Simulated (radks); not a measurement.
# Tc⁺ with its nuclear charge varied continuously

Aim: the energy of 42 electrons in [Kr] 4d5 5s1 as the nuclear charge moves through non-integer values, and a test of dE/dZ = E(electron-nucleus)/Z.

Method: scalar-relativistic Kohn-Sham, PBE, spin-polarised, spherical densities, finite nucleus; open shells are filled with parallel spins first. Code: radks (a radial shooting solver on a logarithmic mesh, Libxc functionals) version 1.

**1. The atom as given**

* element: technetium (Z = 43)
* charge: +1
* electrons: 42
* configuration: [Kr] 4d5 5s1
* nuclear rms radius: 4.4112 fm

The outer shells:

Tc⁺
```
[Kr] core
4d [↑ ][↑ ][↑ ][↑ ][↑ ]
5s [↑ ]
```

In the logs a row gives level, spin channel, occupation and eigenvalue; Etot, Ekin, Encl (electron-nucleus), Eh (Hartree) and Exc are energies, all in hartree; err is the last residual, it the number of iterations.

**2. Z = 43**

The run's settings:

```text
Z 43
configuration [Kr] 4d5 5s1
relativity scalar-relativistic
functional pbe,pbe
spin polarised
nucleus finite rms 4.4112 fm
c 137.035999084
```

Log:

```text
1s      1   1.0000        -767.14023524
2s      1   1.0000        -109.67860974
2p      1   3.0000         -98.18709269
3s      1   1.0000         -19.31971025
3p      1   3.0000         -15.54857947
3d      1   5.0000          -9.44812488
4s      1   1.0000          -3.00975691
4p      1   3.0000          -1.98485746
4d      1   5.0000          -0.56312504
5s      1   1.0000          -0.44676854
1s      2   1.0000        -767.13987601
2s      2   1.0000        -109.65522745
2p      2   3.0000         -98.16952280
3s      2   1.0000         -19.30711679
3p      2   3.0000         -15.53434031
3d      2   5.0000          -9.42620449
4s      2   1.0000          -2.88879360
4p      2   3.0000          -1.85280457
4d      2   0.0000          -0.41993159
5s      2   0.0000          -0.33178683
Etot -4285.4260025071635
Ekin 4424.933369179269
Encl -10316.869725950748
Eh 1734.7662170129083
Exc -128.25586274859216
err 8.58681148286562e-09
it 14
```

The top filled level is 5s up, -12.157 eV.

Radial moments (bohr):

```
  level  occupation  energy (eV)     <r>  outermost maximum (interpolated)  90 % within  nodes
3d down           5      -256.50  0.3989                             0.312        0.636      0
  4s up           1      -81.900   1.061                             0.952         1.54      3
4s down           1      -78.608   1.054                             0.946         1.53      3
  4p up           3      -54.011   1.176                              1.03         1.74      2
4p down           3      -50.417   1.167                              1.02         1.73      2
  4d up           5      -15.323   1.658                              1.27         2.63      1
  5s up           1      -12.157   2.965                              2.57         4.34      4
4d down           0      -11.427   1.678                              1.26         2.69      1
```

Radial density 4πr²ρ:

```
r (bohr)  4πr²ρ (e/bohr)
 0.00117           1.195
 0.00180           2.570
 0.00275           5.297
 0.00423           10.59
 0.00652           19.75
 0.00996           32.89
  0.0153           47.34
  0.0236           54.52
  0.0361           49.66
  0.0556           47.50
  0.0857           63.20
   0.131           62.93
   0.202           43.13
   0.311           51.86
   0.475           34.50
   0.731           12.71
    1.13           12.03
    1.72           5.068
    2.65           1.343
    4.08          0.2408
    6.24         0.01238
```

**3. Z = 42**

Settings, as their differences from step 2:

```diff
@@ -1,2 +1,2 @@
-Z 43
+Z 42
 configuration [Kr] 4d5 5s1
```

Log:

```text
1s      1   1.0000        -728.41433562
2s      1   1.0000        -102.85948619
2p      1   3.0000         -91.95046706
3s      1   1.0000         -17.48599487
3p      1   3.0000         -13.91177542
3d      1   5.0000          -8.09846785
4s      1   1.0000          -2.38128412
4p      1   3.0000          -1.43646666
4d      1   5.0000          -0.16797053
5s      1   1.0000          -0.16952153
1s      2   1.0000        -728.41431903
2s      2   1.0000        -102.84201567
2p      2   3.0000         -91.93745777
3s      2   1.0000         -17.47654557
3p      2   3.0000         -13.90115609
3d      2   5.0000          -8.08206694
4s      2   1.0000          -2.28318775
4p      2   3.0000          -1.32645588
4d      2   0.0000          -0.04307644
5s      2   0.0000          -0.06112785
Etot -4048.7320262193825
Ekin 4174.47090331141
Encl -9758.335317590912
Eh 1658.7985111097767
Exc -123.66612304965733
err 6.62986013861777e-09
it 16
```

Energy against step 2 (Z = 43): +6440.8 eV. The top filled level is 4d up, -4.571 eV.

**4. Z = 42.2**

Settings, as their differences from step 3:

```diff
@@ -1,2 +1,2 @@
-Z 42
+Z 42.2
 configuration [Kr] 4d5 5s1
```

Log:

```text
1s      1   1.0000        -736.06242738
2s      1   1.0000        -104.19437386
2p      1   3.0000         -93.17108701
3s      1   1.0000         -17.83696403
3p      1   3.0000         -14.22393002
3d      1   5.0000          -8.35357024
4s      1   1.0000          -2.49573818
4p      1   3.0000          -1.53534817
4d      1   5.0000          -0.23683213
5s      1   1.0000          -0.21864440
1s      2   1.0000        -736.06234939
2s      2   1.0000        -104.17572937
2p      2   3.0000         -93.15717526
3s      2   1.0000         -17.82688668
3p      2   3.0000         -14.21258914
3d      2   5.0000          -8.33606724
4s      2   1.0000          -2.39284856
4p      2   3.0000          -1.42064718
4d      2   0.0000          -0.10806091
5s      2   0.0000          -0.10898078
Etot -4095.4599981445062
Ekin 4223.862966183348
Encl -9868.945330980496
Eh 1674.2116893309594
Exc -124.58932267831821
err 6.868721488591616e-09
it 15
```

Energy against step 2 (Z = 43): +5169.2 eV. The top filled level is 5s up, -5.950 eV.

**5. Z = 42.4**

Settings, as their differences from step 4:

```diff
@@ -1,2 +1,2 @@
-Z 42.2
+Z 42.4
 configuration [Kr] 4d5 5s1
```

Log:

```text
1s      1   1.0000        -743.75937484
2s      1   1.0000        -105.54409601
2p      1   3.0000         -94.40543683
3s      1   1.0000         -18.19621017
3p      1   3.0000         -14.54408078
3d      1   5.0000          -8.61648154
4s      1   1.0000          -2.61623346
4p      1   3.0000          -1.64004026
4d      1   5.0000          -0.31111298
5s      1   1.0000          -0.27112110
1s      2   1.0000        -743.75923124
2s      2   1.0000        -105.52427210
2p      2   3.0000         -94.39061665
3s      2   1.0000         -18.18550346
3p      2   3.0000         -14.53201597
3d      2   5.0000          -8.59787396
4s      2   1.0000          -2.50866278
4p      2   3.0000          -1.52079865
4d      2   0.0000          -0.17858106
5s      2   0.0000          -0.16014601
Etot -4142.493630754738
Ekin 4273.604989993628
Encl -9980.088382714224
Eh 1689.49928347252
Exc -125.50952150666139
err 3.907727779863855e-09
it 15
```

Energy against step 2 (Z = 43): +3889.4 eV. Highest occupied level: 5s up at -7.378 eV.

**6. Z = 42.6**

Settings, as their differences from step 5:

```diff
@@ -1,2 +1,2 @@
-Z 42.4
+Z 42.6
 configuration [Kr] 4d5 5s1
```

Log:

```text
1s      1   1.0000        -751.50482605
2s      1   1.0000        -106.90824642
2p      1   3.0000         -95.65309909
3s      1   1.0000         -18.56330235
3p      1   3.0000         -14.87179371
3d      1   5.0000          -8.88676639
4s      1   1.0000          -2.74230464
4p      1   3.0000          -1.75008629
4d      1   5.0000          -0.39044413
5s      1   1.0000          -0.32674000
1s      2   1.0000        -751.50461336
2s      2   1.0000        -106.88723908
2p      2   3.0000         -95.63736580
3s      2   1.0000         -18.55196605
3p      2   3.0000         -14.85900395
3d      2   5.0000          -8.86705357
4s      2   1.0000          -2.63016352
4p      2   3.0000          -1.62644519
4d      2   0.0000          -0.25425952
5s      2   0.0000          -0.21443157
Etot -4189.83263861145
Ekin 4323.697186981962
Encl -10091.781414364561
Eh 1704.6787174073802
Exc -126.42712863623164
err 3.153256400445105e-09
it 15
```

Energy against step 2 (Z = 43): +2601.2 eV. The top filled level is 5s up, -8.891 eV.

**7. Z = 42.8**

Settings, as their differences from step 6:

```diff
@@ -1,2 +1,2 @@
-Z 42.6
+Z 42.8
 configuration [Kr] 4d5 5s1
```

Log:

```text
1s      1   1.0000        -759.29851444
2s      1   1.0000        -108.28650408
2p      1   3.0000         -96.91374133
3s      1   1.0000         -18.93789620
3p      1   3.0000         -15.20672144
3d      1   5.0000          -9.16407610
4s      1   1.0000          -2.87358016
4p      1   3.0000          -1.86512354
4d      1   5.0000          -0.47452936
5s      1   1.0000          -0.38533435
1s      2   1.0000        -759.29822972
2s      2   1.0000        -108.26431036
2p      2   3.0000         -96.89709122
3s      2   1.0000         -18.92593081
3p      2   3.0000         -15.19320666
3d      2   5.0000          -9.14325868
4s      2   1.0000          -2.75697616
4p      2   3.0000          -1.73721503
4d      2   0.0000          -0.33479335
5s      2   0.0000          -0.27168768
Etot -4237.476811986651
Ekin 4374.139856677943
Encl -10204.03809221839
Eh 1719.763904708137
Exc -127.34248115434085
err 8.114047451460593e-09
it 14
```

E − E(step 2, Z = 43) = +1304.8 eV. 5s up is the highest filled level (-10.485 eV).

**8. Z = 43.2**

Settings, as their differences from step 7:

```diff
@@ -1,2 +1,2 @@
-Z 42.8
+Z 43.2
 configuration [Kr] 4d5 5s1
```

Log:

```text
1s      1   1.0000        -775.02983063
2s      1   1.0000        -111.08435112
2p      1   3.0000         -99.47292908
3s      1   1.0000         -19.70851083
3p      1   3.0000         -15.89713117
3d      1   5.0000          -9.73867482
4s      1   1.0000          -3.15058397
4p      1   3.0000          -2.10904523
4d      1   5.0000          -0.65602747
5s      1   1.0000          -0.51092998
1s      2   1.0000        -775.02939474
2s      2   1.0000        -111.05977865
2p      2   3.0000         -99.45443699
3s      2   1.0000         -19.69529071
3p      2   3.0000         -15.88216878
3d      2   5.0000          -9.71565378
4s      2   1.0000          -3.02536042
4p      2   3.0000          -1.97296217
4d      2   0.0000          -0.50946305
5s      2   0.0000          -0.39461977
Etot -4333.68011252977
Ekin 4476.078153823864
Encl -10430.28584912579
Eh 1749.6950980858774
Exc -129.1675153137212
err 3.5787154167961828e-09
it 15
```

E − E(step 2, Z = 43) = -1313.1 eV. The top filled level is 5s up, -13.903 eV.

**9. Z = 43.4**

Settings, as their differences from step 8:

```diff
@@ -1,2 +1,2 @@
-Z 43.2
+Z 43.4
 configuration [Kr] 4d5 5s1
```

Log:

```text
1s      1   1.0000        -782.96717945
2s      1   1.0000        -112.50355263
2p      1   3.0000        -100.77106294
3s      1   1.0000         -20.10410176
3p      1   3.0000         -16.25217731
3d      1   5.0000         -10.03552545
4s      1   1.0000          -3.29585121
4p      1   3.0000          -2.23748426
4d      1   5.0000          -0.75306420
5s      1   1.0000          -0.57772366
1s      2   1.0000        -782.96666507
2s      2   1.0000        -112.47778878
2p      2   3.0000        -100.75164664
3s      2   1.0000         -20.09025657
3p      2   3.0000         -16.23649320
3d      2   5.0000         -10.01140659
4s      2   1.0000          -3.16646177
4p      2   3.0000          -2.09747686
4d      2   0.0000          -0.60320801
5s      2   0.0000          -0.46009301
Etot -4382.239086969219
Ekin 4527.574690320809
Encl -10544.294617265503
Eh 1764.5584870005941
Exc -130.0776470251193
err 3.736516822742289e-09
it 15
```

Energy against step 2 (Z = 43): -2634.4 eV. Highest occupied level: 5s up at -15.721 eV.

**10. Z = 43.6**

Settings, as their differences from step 9:

```diff
@@ -1,2 +1,2 @@
-Z 43.4
+Z 43.6
 configuration [Kr] 4d5 5s1
```

Log:

```text
1s      1   1.0000        -790.95218978
2s      1   1.0000        -113.93606793
2p      1   3.0000        -102.08133580
3s      1   1.0000         -20.50631668
3p      1   3.0000         -16.61354854
3d      1   5.0000         -10.33850616
4s      1   1.0000          -3.44538103
4p      1   3.0000          -2.37000380
4d      1   5.0000          -0.85408782
5s      1   1.0000          -0.64706849
1s      2   1.0000        -790.95159534
2s      2   1.0000        -113.90911184
2p      2   3.0000        -102.06099361
3s      2   1.0000         -20.49184817
3p      2   3.0000         -16.59714446
3d      2   5.0000         -10.31329266
4s      2   1.0000          -3.31191525
4p      2   3.0000          -2.22617006
4d      2   0.0000          -0.70101219
5s      2   0.0000          -0.52812538
Etot -4431.102906896392
Ekin 4579.42350221834
Encl -10658.903096463537
Eh 1779.3631257215043
Exc -130.98643837269904
err 3.914642873410004e-09
it 15
```

E − E(step 2, Z = 43) = -3964.1 eV. The top filled level is 5s up, -17.608 eV.

**11. Z = 43.8**

Settings, as their differences from step 10:

```diff
@@ -1,2 +1,2 @@
-Z 43.6
+Z 43.8
 configuration [Kr] 4d5 5s1
```

Log:

```text
1s      1   1.0000        -798.98479338
2s      1   1.0000        -115.38177439
2p      1   3.0000        -103.40361267
3s      1   1.0000         -20.91501341
3p      1   3.0000         -16.98109963
3d      1   5.0000         -10.64747049
4s      1   1.0000          -3.59902208
4p      1   3.0000          -2.50645869
4d      1   5.0000          -0.95897121
5s      1   1.0000          -0.71889449
1s      2   1.0000        -798.98411749
2s      2   1.0000        -115.35362542
2p      2   3.0000        -103.38234316
3s      2   1.0000         -20.89992341
3p      2   3.0000         -16.96397752
3d      2   5.0000         -10.62116578
4s      2   1.0000          -3.46156478
4p      2   3.0000          -2.35888939
4d      2   0.0000          -0.80274217
5s      2   0.0000          -0.59864644
Etot -4480.2715844011145
Ekin 4631.625151193532
Encl -10774.117478681997
Eh 1794.1147899230195
Exc -131.89404683566858
err 4.047928120972774e-09
it 15
```

Energy against step 2 (Z = 43): -5302.0 eV. 5s up is the highest filled level (-19.562 eV).

**12. Z = 44**

Settings, as their differences from step 11:

```diff
@@ -1,2 +1,2 @@
-Z 43.8
+Z 44
 configuration [Kr] 4d5 5s1
```

Log:

```text
1s      1   1.0000        -807.06494135
2s      1   1.0000        -116.84056872
2p      1   3.0000        -104.73777779
3s      1   1.0000         -21.33006956
3p      1   3.0000         -17.35470513
3d      1   5.0000         -10.96229173
4s      1   1.0000          -3.75664443
4p      1   3.0000          -2.64672459
4d      1   5.0000          -1.06760396
5s      1   1.0000          -0.79314081
1s      2   1.0000        -807.06418279
2s      2   1.0000        -116.81122642
2p      2   3.0000        -104.71557971
3s      2   1.0000         -21.31435989
3p      2   3.0000         -17.33686701
3d      2   5.0000         -10.93489939
4s      2   1.0000          -3.61527586
4p      2   3.0000          -2.49550383
4d      2   0.0000          -0.90828176
5s      2   0.0000          -0.67159454
Etot -4529.7451584429655
Ekin 4684.180232681005
Encl -10889.943246980854
Eh 1808.8184664676423
Exc -132.8006106107585
err 4.309546941161407e-09
it 15
```

Energy against step 2 (Z = 43): -6648.3 eV. The top filled level is 5s up, -21.582 eV.

**13. Summary of results**

```
   Z  E (hartree)  E(electron-nucleus)/Z (hartree)  highest level  its energy (eV)  <r> (bohr)
  42  -4048.73203                         -232.341          4d up           -4.571       1.967
42.2  -4095.46000                         -233.861          5s up           -5.950       3.354
42.4  -4142.49363                         -235.379          5s up           -7.378       3.243
42.6  -4189.83264                         -236.896          5s up           -8.891       3.143
42.8  -4237.47681                         -238.412          5s up          -10.485       3.050
  43  -4285.42600                         -239.927          5s up          -12.157       2.965
43.2  -4333.68011                         -241.442          5s up          -13.903       2.887
43.4  -4382.23909                         -242.956          5s up          -15.721       2.813
43.6  -4431.10291                         -244.470          5s up          -17.608       2.745
43.8  -4480.27158                         -245.984          5s up          -19.562       2.681
  44  -4529.74516                         -247.499          5s up          -21.582       2.621
```

What this shows: At Z = 43 the central difference of E is -240.508 hartree, against -239.927 from the Hellmann-Feynman theorem; the scalar-relativistic energy here is not variational, so the two differ by a part that grows with Z. The top level goes from -4.571 eV at Z = 42 to -21.582 eV at Z = 44. Between Z = 42 and 42.2 the top level changes from 4d up to 5s up, so the curve of the top level has a kink there, while E(Z) stays smooth.
